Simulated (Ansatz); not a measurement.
**Ti2Cd: equation of state**

An exercise on one series of results from a longer session: the logs are not shown, and one member is left open.

Method: DFT LDA, scalar-relativistic, in Ansatz 0.2.0.

## The starting structure

It takes space group I4/mmm (No. 139, tetragonal). Conventional cell: a = 2.865 Å, b = 2.865 Å, c = 13.420 Å, α = 90.00°, β = 90.00°, γ = 90.00°. Ti (site symmetry 4mm) has 8 Ti at 2.84 to 2.86 Å and 4 Cd at 3.11 Å in its first shell of neighbours. Around Cd (site symmetry 4/mmm) lie 4 Cd at 2.86 Å and 8 Ti at 3.11 Å.

Coordinates:

```cif
data_structure
_symmetry_space_group_name_H-M 'P 1'
_symmetry_Int_Tables_number 1
_cell_length_a 7.0092
_cell_length_b 7.0092
_cell_length_c 7.0092
_cell_angle_alpha 156.414
_cell_angle_beta 156.414
_cell_angle_gamma 33.600
_cell_volume 55.08
loop_
_atom_site_label
_atom_site_type_symbol
_atom_site_fract_x
_atom_site_fract_y
_atom_site_fract_z
_atom_site_occupancy
Ti1 Ti 0.32400 0.32400 0.00000 1
Ti2 Ti 0.67600 0.67600 0.00000 1
Cd1 Cd 0.00000 0.00000 0.00000 1
```

Atoms are numbered in the order of the input: Ti1, Ti2, Cd3.

The first run:

Input file input.yaml:

```yaml
crystal:
  lattice:
    - [-1.4131395186, 1.4131395186, 6.6193132075]
    - [1.4131395186, -1.4131395186, 6.6193132075]
    - [1.4131395186, 1.4131395186, -6.6193132075]
  atoms:
    - { symbol: Ti, position: [0.324, 0.324, 0.0] }
    - { symbol: Ti, position: [0.676, 0.676, 0.0] }
    - { symbol: Cd, position: [0.0, 0.0, 0.0] }
kpoints:
  mp_grid: { grid: [16, 16, 16] }
  band_path:
    path:
      - [0.0, 0.0, 0.0]
      - [0.0, 0.0, 0.5]
      - [0.25, 0.25, 0.25]
      - [0.0, 0.5, 0.0]
      - [0.0, 0.0, 0.0]
      - [0.5, 0.5, -0.5]
      - [0.2613942103, 0.7386057897, -0.2613942103]
      - [-0.2613942103, 0.2613942103, 0.2613942103]
      - [0.0, 0.0, 0.0]
    npoints: 5
scf:
  occupations: { method: fermi_dirac, width: 0.08 }
hamiltonian:
  xc: lda
  pseudopotentials: { kind: all_electron, lapw: { basis_error: 0.001 } }
output:
  forces: true
  stress: true
  eigenvalues: true
```

Command:

```
$ ansatz run input.yaml --threads 1 --pin off --max-ram 4096MiB --backend cpu --events-out ev --progress --plain --runs-dir out
```

Steps of the session up to this table: Volume × 0.96, LAPW; Volume × 0.96, PAW; Volume × 0.96, crystal datasets; Volume × 0.99, LAPW; Volume × 0.99, PAW; Volume × 0.99, crystal datasets; Volume × 1.02, LAPW; Volume × 1.02, PAW; Volume × 1.02, crystal datasets; Volume × 1.06, LAPW; Volume × 1.06, PAW; Volume × 1.06, crystal datasets.

One of the session's tables, all rows but one given; the rest of the session is left out.

| method | volume (Å³/atom) | pressure (GPa) | largest force (eV/Å) |
| --- | --- | --- | --- |
| LAPW | 17.625 | -4.33 | 0.100 |
| LAPW | 18.175 | -7.24 | 0.209 |
| LAPW | 18.726 | -9.70 | 0.310 |
| LAPW | 19.461 | -12.38 | 0.430 |
| PAW | 17.625 | -4.34 | 0.101 |
| PAW | 18.175 | -7.24 | 0.211 |
| PAW | 18.726 | -9.70 | 0.311 |
| PAW | 19.461 | -12.37 | 0.431 |
| crystal datasets | 17.625 | -4.33 | 0.100 |
| crystal datasets | 18.175 | -7.24 | 0.209 |
| crystal datasets | 18.726 | ? | ? |
| crystal datasets | 19.461 | -12.38 | 0.430 |

Estimate the missing values for crystal datasets, 18.726.

As computed: pressure (GPa): -9.69; largest force (eV/Å): 0.309. In the column «pressure (GPa)» it lies between PAW, 18.726 (-9.70) and LAPW, 18.175 (-7.24).

To keep in mind: Warnings in the runs' records: gradients without spin orbit, crystal datasets made.
